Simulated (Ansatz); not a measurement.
# ClHInO radical: basis-set convergence

Aim: see how fast density functionals converge with the basis set for ClHInO radical.

Method: one geometry, several basis sets; program: Ansatz 0.2.0, Gaussian basis.

Levels to be run: PBE0-D4/def2-SVP; ωB97M-V/def2-SVP; PBE0-D4/def2-QZVPP; ωB97M-V/def2-QZVPP; the functionals' def2-TZVPP values are taken from earlier runs.

## 1. The geometry

All runs share one geometry, relaxed beforehand with PBE0-D4 in a triple-zeta def2 set. In takes the def2 core potential; no spin-orbit term is included.

SMILES `[O][InH][Cl]`, 4 atoms, charge 0, spin multiplicity 2.

Atoms are counted from 1 here; the program's logs count them from 0.

Bond lengths: O1–In2 1.994 Å, In2–Cl3 2.316 Å, In2–H4 1.691 Å. Angles: O1–In2–Cl3 109.0°, O1–In2–H4 126.7°, Cl3–In2–H4 124.3°.

## 2. PBE0-D4 in def2-SVP

File in.yaml:

```yaml
crystal:
  periodic: [false, false, false]
  atoms:
    - {symbol: O, position_ang: [-1.818163, -0.633756, 0.227315]}
    - {symbol: In, position_ang: [-0.022682, 0.152846, -0.136289]}
    - {symbol: Cl, position_ang: [1.582554, -1.075807, 0.994217]}
    - {symbol: H, position_ang: [0.313890, 1.496417, -1.105644]}
basis:
  gaussian: {orbitals: def2-SVP}
magnetization: {spin_polarized: true, initial_magnetization: 1}
hamiltonian: {xc: pbe0, dispersion: d4}
output: {orbitals: {seedname: orbitals}}
```

On the command line:

```console
$ ansatz run in.yaml --threads 2 --pin off --events-out ev --progress --plain --max-ram 22528MiB --backend cpu
```

The runs that follow: ωB97M-V in def2-SVP; PBE0-D4 in def2-QZVPP; ωB97M-V in def2-QZVPP.

Before running them: what should the planned runs give, taken together? Wanted: PBE0-D4: double and triple zeta above quadruple; ωB97M-V: double and triple zeta above quadruple.

As calculated:

| quantity | value |
| --- | --- |
| PBE0-D4: double and triple zeta above quadruple | 7.78, 0.53 eV |
| ωB97M-V: double and triple zeta above quadruple | 7.80, 0.51 eV |

In words: For PBE0-D4 the step from double to triple zeta gains 7.25 eV and the next only 0.53 eV. Total energies overstate the basis error of differences, where much of it tends to cancel.
